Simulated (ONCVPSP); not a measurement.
**Pseudopotential generation for magnesium: ONCV, PBE**

Do these settings give a usable potential? It is generated, then checked for transferability, scattering, ghosts and hardness.

Method: ONCVPSP 4.0.1.1 (patched build), PBE, scalar-relativistic.

## 1. Starting point

Typed settings, in words:

```
element                 : magnesium (Mg, Z = 12)
type                    : optimised norm-conserving Vanderbilt (ONCV)
frozen core             : [He] 2s2
valence charge          : 8
reference configuration : 2p6 3s1 (charge +1)
partial waves           : 3s: rc 1.90 bohr, ncon 4, nbas 8, qcut 3.6 1/bohr, 2 projectors, debl 1.8 Ha; 2p: rc 0.65 bohr, ncon 3, nbas 8, qcut 19.6 1/bohr, 1 projector; d scattering state at 0.43 Ha: rc 1.45 bohr, ncon 3, nbas 6, qcut 7.3 1/bohr, 2 projectors, debl 1.5 Ha
local potential         : polynomial inside 0.50 bohr (lpopt 5, dvloc0 0 Ha)
core correction         : not asked for
```

An earlier all-electron run gives the scale for the radii.

All-electron outer shells of the reference configuration (PBE, scalar-relativistic, ld1.x):

```tsv
shell	level (eV)	outermost node (bohr)	outermost maximum (bohr)
2s	-88.91	0.18	0.54
2p	-55.68	–	0.48
3s	-11.38	0.89	2.35
3p	-7.05	0.94	2.90
```

## 2. Generating the potential

Contents of Mg.dat:

```
# ATOM AND REFERENCE CONFIGURATION
# atsym  z   nc   nv     iexc    psfile
  Mg 12.00    2    2        4      upf
#
#   n    l    f
    1    0    2.00
    2    0    2.00
    2    1    6.00
    3    0    1.00
#
# PSEUDOPOTENTIAL AND OPTIMIZATION
# lmax
    2
#
#   l,   rc,      ep,       ncon, nbas, qcut
    0    1.90    0.00    4    8    3.60
    1    0.65    0.00    3    8   19.60
    2    1.45    0.43    3    6    7.30
#
# LOCAL POTENTIAL
# lloc, lpopt,  rc(5),   dvloc0
    4    5    0.50    0.00
#
# VANDERBILT-KLEINMAN-BYLANDER PROJECTORs
# l, nproj, debl
    0    2    1.80
    1    1    2.90
    2    2    1.50
#
# MODEL CORE CHARGE
# icmod, fcfact, rcfact
    0    0.00    0.00
#
# LOG DERIVATIVE ANALYSIS
# epsh1, epsh2, depsh
   -4.00    5.00    0.02
#
# OUTPUT GRID
# rlmax, drl
    6.00    0.01
#
# TEST CONFIGURATIONS
# ncnf
    4
# nvcnf
#   n    l    f
    2
    2    1    6.00
    3    0    2.00
#
    2
    2    1    6.00
    3    0    0.00
#
    2
    2    1    6.00
    3    0    1.50
#
    3
    2    1    6.00
    3    0    0.00
    3    1    2.00
#
```

Started as:

```
$ oncvpsp.x < Mg.dat > Mg.out
```

Before running it: what results should come out? Wanted: cutoffs for 1 and 0.1 mHa per electron, occupied waves; bound ghosts; GHOST(+) flags; largest test error; largest phase difference near zero energy, channels read.

As calculated:

| quantity | value |
| --- | --- |
| cutoffs for 1 and 0.1 mHa per electron, occupied waves | 141 Ha and 164 Ha |
| bound ghosts | s at -87.70 eV |
| GHOST(+) flags | d at 122 eV |
| largest test error (AE − PS) | +38 meV, for 2p6 3s0 |
| largest phase difference near zero energy, channels read | 0.001 rad |

It has a bound ghost (s), a state that the atom doesn't have, and that rules the file out. Close by lies the frozen 2s level (-88.9 eV). The worst unpolarised test, 2p6 3s0, is off by 38 meV on 15.0 eV; by total energies transferability rates as fair. It counts as very hard, with 141 Ha needed at the looser tolerance. At the looser tolerance the 2p wave is the slowest; 3s needs 4 Ha. Near zero energy the phases of the channels with partial waves agree within 0.001 rad. The program also flags highly localised states, GHOST(+) (d). All of this concerns the isolated atom, not yet a solid.
